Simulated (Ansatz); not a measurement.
# CuO2 (Cmcm) in Ansatz: band structure with PBEsol

Aim: the band structure of CuO2 with PBEsol.

Everything below comes from runs of Ansatz 0.2.0. Logs are shortened: lines on timing, memory, paths and dates and some standing lists are left out, and cuts for length are marked.

## Step 1: The structure

Symmetry: Cmcm, No. 63, orthorhombic system. Conventional cell: a = 2.825 Å, b = 10.421 Å, c = 4.343 Å, α = 90.00°, β = 90.00°, γ = 90.00°. Cu (site symmetry m2m) has 4 O at 1.86 to 1.90 Å as nearest neighbours. O (site symmetry m2m) has 2 Cu at 1.90 Å as nearest neighbours. O (site symmetry m2m) is surrounded by 2 Cu at 1.86 Å.

The cell comes from a database or a generator and needn't be the stable form of this composition.

## Step 2: Band structure, PBEsol

input.yaml

```yaml
crystal:
  lattice:
    - [1.412615, -5.210747, 0.0]
    - [1.412615, 5.210747, 0.0]
    - [0.0, 0.0, 4.343424]
  atoms:
    - { symbol: Cu, position: [0.167253, 0.832747, 0.75] }
    - { symbol: Cu, position: [0.832747, 0.167253, 0.25] }
    - { symbol: O, position: [0.78897, 0.21103, 0.75] }
    - { symbol: O, position: [0.21103, 0.78897, 0.25] }
    - { symbol: O, position: [0.551486, 0.448514, 0.75] }
    - { symbol: O, position: [0.448514, 0.551486, 0.25] }
hamiltonian:
  xc: pbesol
  pseudopotentials: { kind: paw }
kpoints:
  mp_grid: { grid: [10, 10, 6] }
  band_path:
    path:
      - [[0.0, 0.0, 0.0], [0.2683733209, 0.2683733209, 0.0], [0.0, 0.5, 0.0], [0.0, 0.5, 0.5], [0.2683733209, 0.2683733209, 0.5], [0.0, 0.0, 0.5], [0.0, 0.0, 0.0], [-0.5, 0.5, 0.0], [-0.2683733209, 0.7316266791, 0.0], [-0.2683733209, 0.7316266791, 0.5], [-0.5, 0.5, 0.5], [-0.5, 0.5, 0.0]]
      - [[0.0, 0.0, 0.5], [-0.5, 0.5, 0.5]]
    npoints: 14
scf:
  occupations: { method: fermi_dirac, width: 0.05 }
  n_extra_bands: 15
output:
  forces: true
  stress: true
  eigenvalues: true
  fatbands: true
  write_density: true
  write_potential: true
  elf: true
  volumetric_format: npy
```

Potentials or basis: Ansatz PAW.

Command:

```bash
> ansatz run input.yaml --threads 2 --pin off --max-ram 5632MiB --backend cpu --events-out ev --progress --plain --runs-dir out
```

The log of the run:

```text
Warning: RAYON_NUM_THREADS=2 ignored (pool sized by the plan → 2); use --threads N
scf.n_extra_bands = 15 over 31 filled bands (N_el = 62.0): the run solves 46 bands
Engine: ansatz 0.2.0, x86_64-unknown-linux-gnu
Pseudopotentials: kind: paw
Pseudopotential: Cu, paw, valence charge 19, recommended cutoff 420 eV (normal), Cu.paw.azcp
Pseudopotential: O, paw, valence charge 6, recommended cutoff 420 eV (normal), O.paw.azcp
Functional definition: PBEsol
  exchange = pbesol_x
  correlation = pbesol_c
Crystal: 6 atoms, lattice volume = 63.942 Å³
Basis set: ecut = 420 eV, 1259 PW (Γ), exchange–correlation on 80×80×60 points (8 copies of the dense FFT grid, shifted against one another)
Bands: 46, of which v1, the nominal top of the filled ones, is band 31 counted from 1 (30 counted from 0)
Symmetry: 8 space group operations
Space group: Cmcm (ITA 63), of the structure as read, at distance tolerance 4.0e-5 Å
k-points: 124 of 600
Non-local potential: Cu, projectors of the file, l = 0: 3, l = 1: 2, l = 2: 3, l = 3: 1
Non-local potential: O, projectors of the file, l = 0: 2, l = 1: 2, l = 2: 1
PAW form: soft (Blöchl's): semilocal exchange-correlation on the pseudo side does not see the compensation charge
PAW frozen core: Cu, regenerated for the run's functional, and the local potential with it (the file was generated under x = pbe(κ = 0.804, μ = 0.2195149727645171), c = pbe(β = 0.06672455060314922))
PAW frozen core: O, regenerated for the run's functional, and the local potential with it (the file was generated under x = pbe(κ = 0.804, μ = 0.2195149727645171), c = pbe(β = 0.06672455060314922))
PAW one-centre angular grid: Cu, 590 points (default); XC on 64 Gauss nodes
PAW one-centre angular grid: O, 110 points (default); XC on 64 Gauss nodes
Initial density: superposition of atomic densities (neutral atoms: chi_scale 0, normalization atom), corrected by the library's trained network
Initial wavefunctions: pseudopotential atomic-orbital guess
Functional: x = pbesol(κ = 0.804, μ = 0.12345679012345678), c = pbesol(β = 0.046)
SCF iter   1: F=—  HF=-15411.097462 eV  |F-HF|=—  |Δ(HF+E_count)|=         —  Δρ=1.56e-2  dr2=8.49e-2  ethr=1.77e-3  ⟨swp⟩=5.2  Hψ=21972  notcnv=0  defer=234
preconditioner: auto → LDOS  [metal: Δε(μ)=0.003 eV  Ē_g=16.993 eV  σ=0.050 eV  W_gap=0.02  n_scr=14 (ndim 8)  ℏωp=31.5 eV  f_vac=0.120  D(μ)=4.48/eV (n_scr^D=44)  β→1.0]
SCF iter   2: F=—  HF=-15411.095500 eV  |F-HF|=—  |Δ(HF+E_count)|=   1.96e-3  Δρ=1.77e-2  dr2=9.93e-2  ethr=1.37e-4  ⟨swp⟩=2.0  Hψ=11613  notcnv=0  defer=787
SCF iter   3: F=—  HF=-15411.067584 eV  |F-HF|=—  |Δ(HF+E_count)|=   2.79e-2  Δρ=6.37e-3  dr2=1.92e-2  ethr=1.37e-4  ⟨swp⟩=2.0  Hψ=9585  notcnv=0  defer=787
SCF iter   4: F=—  HF=-15411.065650 eV  |F-HF|=—  |Δ(HF+E_count)|=   1.93e-3  Δρ=1.59e-3  dr2=1.05e-3  ethr=3.10e-5  ⟨swp⟩=1.9  Hψ=5132  notcnv=0  defer=787
SCF iter   5: F=—  HF=-15411.065523 eV  |F-HF|=—  |Δ(HF+E_count)|=   1.28e-4  Δρ=4.72e-4  dr2=1.09e-4  ethr=1.69e-6  ⟨swp⟩=1.8  Hψ=6602  notcnv=0  defer=787
SCF iter   6: F=—  HF=-15411.065515 eV  |F-HF|=—  |Δ(HF+E_count)|=   7.44e-6  Δρ=1.74e-4  dr2=1.55e-5  ethr=1.75e-7  ⟨swp⟩=1.0  Hψ=4917  notcnv=0  defer=787
SCF iter   7: F=—  HF=-15411.065609 eV  |F-HF|=—  |Δ(HF+E_count)|=   9.39e-5  Δρ=6.93e-5  dr2=2.31e-6  ethr=2.51e-8  ⟨swp⟩=1.0  Hψ=4918  notcnv=0  defer=787
SCF iter   8: F=—  HF=-15411.065609 eV  |F-HF|=—  |Δ(HF+E_count)|=   2.24e-7  Δρ=2.49e-5  dr2=2.71e-7  ethr=3.72e-9  ⟨swp⟩=1.0  Hψ=4917  notcnv=0  defer=787
SCF iter   9: F=-15411.065609 eV  HF=-15411.065609 eV  |F-HF|=5.40e-8  |Δ(HF+E_count)|=   1.23e-8  Δρ=9.84e-6  dr2=5.43e-8  ethr=1.61e-10  ⟨swp⟩=12.7  Hψ=36409  notcnv=0
SCF 1 converged in 9 iterations: F = -15411.065609 eV  dr2 = 5.43e-8
NSCF: frozen V_eff on 170 k-points
SCF converged after 9 iterations
Free energy (F): -15411.065609 eV
Harris-Foulkes:  -15411.065609 eV  (|F-HF|=5.40e-8)
Internal energy: -15411.027357 eV  (E = F + TS)
E sigma→0 (E₀):  -15411.046483 eV
Entropy (-TS):   -0.038252 eV (-6.375 meV/atom)
Fermi energy:    7.347545 eV
--- Per-component energies (eV) ---
  E_band       = -1115.946377
  E_kinetic    = 1272.579414
  E_local      = -12224.441593  (includes V_loc(G=0)·N_el)
  E_nonlocal   = 950.284842
  E_hartree    = 5233.222416
  E_xc         = -463.624533
  E_vxc        = -596.902056  (∫ρ·V_xc dr)
  E_paw        = -3829.658666  (= ΣΔE_a)
  E_vpaw       = -983.944401  (= ΣTr[D̂ρ^β])
  E_aug_tail   = 0.009431  (compensation charges beyond the density's cutoff)
  E_ewald      = -6349.952223
  E_core_change = 0.553556  (= ΣΔE_core)
  E_smearing   = -0.038252  (= −TS)
  E_closure    = -0.000000  (closes the sum)
  Σ components = -15411.065609   (vs F -15411.065609, Δ=0.00e0)
--- Forces (eV/Å), atoms counted from 1 ---
  atom   1  Cu     0.00000000    -0.00656559    -0.00000000
  atom   2  Cu     0.00000000     0.00656559     0.00000000
  atom   3  O      0.00000000     0.51732414     0.00000000
  atom   4  O      0.00000000    -0.51732414    -0.00000000
  atom   5  O      0.00000000    -0.37888537    -0.00000000
  atom   6  O      0.00000000     0.37888537     0.00000000
  max |Σ_I F_I| component: 5.55e-17 eV/Å
--- Stress (GPa, compression-positive) ---
      -10.946018      -0.000000      -0.000000
       -0.000000      -8.628082      -0.000000
       -0.000000      -0.000000      -6.597298
  P = ⅓ Tr σ = -8.7238 GPa (-87.238 kbar)
--- Band table (eV; the first three rows and the last of 124) ---
  k-point 0: bands = ["-105.9674", "-105.9669", "-63.7225", "-63.7211", "-63.6125", "-63.6100", "-62.9958", "-62.9917", "-11.8378", "-10.2988", "-10.1331", "-9.4878", "1.1484", "1.3500", "1.3527", "1.5761", "1.7045", "3.0780", "3.9568", "4.0664", "4.2164", "4.4266", "4.7209", "4.9749", "4.9882", "5.6429", "5.9171", "5.9786", "6.2322", "6.2869", "6.7196", "7.2430", "8.3195", "8.6054", "13.1860", "17.4796", "18.1418", "18.7634", "18.9838", "20.1376", "22.9854", "23.7374", "24.0081", "25.7140", "26.9969", "27.0167"]
  k-point 1: bands = ["-105.9673", "-105.9670", "-63.7224", "-63.7212", "-63.6123", "-63.6102", "-62.9956", "-62.9920", "-11.7450", "-10.4140", "-10.0873", "-9.5269", "1.0367", "1.3038", "1.4867", "1.5833", "1.6949", "3.2346", "3.7329", "4.0135", "4.2042", "4.3622", "4.7770", "5.0842", "5.0873", "5.1823", "5.6292", "6.0088", "6.2203", "6.8935", "7.0050", "7.1047", "8.3414", "8.5874", "13.5681", "17.3844", "17.5381", "18.6558", "19.4705", "20.1839", "22.5076", "23.9660", "24.8388", "25.9895", "26.6140", "26.8667"]
  k-point 2: bands = ["-105.9672", "-105.9671", "-63.7221", "-63.7215", "-63.6119", "-63.6106", "-62.9948", "-62.9927", "-11.4850", "-10.7185", "-9.9631", "-9.6378", "0.9656", "1.1821", "1.6042", "1.6692", "1.7685", "2.9986", "3.5422", "3.9266", "4.1863", "4.2602", "4.8687", "4.9376", "5.2807", "5.3564", "5.5748", "5.9163", "6.1997", "6.6304", "7.2635", "7.6492", "8.3979", "8.5377", "14.5426", "16.8355", "17.1276", "17.9390", "20.2334", "20.4741", "22.3911", "24.2974", "25.6297", "26.1258", "26.2323", "26.5189"]
  k-point 123: bands = ["-105.9672", "-105.9672", "-63.7218", "-63.7218", "-63.6113", "-63.6113", "-62.9938", "-62.9938", "-10.9929", "-10.9929", "-9.9685", "-9.9685", "1.6609", "1.6609", "1.7141", "1.7141", "2.2050", "2.2050", "3.3857", "3.3857", "4.1593", "4.1593", "4.7238", "4.7238", "5.2337", "5.2337", "5.4055", "5.4055", "6.7774", "6.7774", "7.4149", "7.4149", "8.5644", "8.5644", "16.5662", "16.5662", "16.8234", "16.8234", "21.8803", "21.8803", "22.8613", "22.8613", "24.0473", "24.0473", "26.0045", "26.0045"]
```

Wall time 16 s (2 threads of Intel Xeon Platinum 8375C at 2.90GHz (Ice Lake), shared host); peak memory 0.71 GiB.

What came out:

- Free energy: -15411.0656 eV
- Pressure: -8.7 GPa
- Largest force: 0.517 eV/Å
- Band gap on the k mesh: none (metal or under the smearing width)

Forces in eV/Å, atoms in the order of the input:
```
Cu   0.000 -0.007  0.000
Cu   0.000  0.007  0.000
O    0.000  0.517  0.000
O    0.000 -0.517  0.000
O    0.000 -0.379  0.000
O    0.000  0.379  0.000
```

Stress tensor (GPa, compression positive):
```
-10.95   0.00   0.00
  0.00  -8.63   0.00
  0.00   0.00  -6.60
```

Levels at the corners of the path, in eV from the Fermi level:
```csv
point,band 29,band 30,band 31,band 32,band 33,band 34
Γ,-1.12,-1.06,-0.63,-0.10,0.97,1.26
X,-1.82,-1.80,-1.27,0.32,0.58,0.59
S,-1.89,-1.72,-1.35,0.34,0.61,0.70
R,-0.80,-0.80,0.26,0.26,0.76,0.76
A,-0.80,-0.80,0.23,0.23,0.72,0.72
Z,-1.03,-1.03,0.29,0.29,1.12,1.12
Γ,-1.12,-1.06,-0.63,-0.10,0.97,1.26
Y,-1.25,-1.25,-0.99,0.36,1.13,1.26
X1,-1.82,-1.80,-1.27,0.32,0.58,0.59
A1,-0.80,-0.80,0.23,0.23,0.72,0.72
T,-0.57,-0.57,0.07,0.07,1.22,1.22
Y,-1.25,-1.25,-0.99,0.36,1.13,1.26
Z,-1.03,-1.03,0.29,0.29,1.12,1.12
T,-0.57,-0.57,0.07,0.07,1.22,1.22
```

Caveat: the pressure holds a Pulay correction of +0.9 GPa for the finite cutoff; the run has no spin polarisation, though such a crystal can be magnetic; semilocal functionals often make such compounds metallic where correlation or magnetic order opens a gap, which also shifts bond lengths; the PAW data sets come from PBE, with cores solved anew for the run's functional, which leaves a small shift of forces and pressure. With open d or f shells a metallic result of PBEsol can be an artefact of self-interaction; +U or a hybrid may open a gap.

## Step 3: For comparison

An earlier run on the cell as given: functional PBEsol; potentials or basis Ansatz PAW; cutoff 420 eV (not typed: the program's choice for these potentials); k mesh 10 × 10 × 6; occupations fermi-dirac, width 0.05 eV; no spin polarisation.

* Pressure: -8.7 GPa
* Largest force: 0.517 eV/Å
* Band gap on the k mesh: none (metal or under the smearing width)
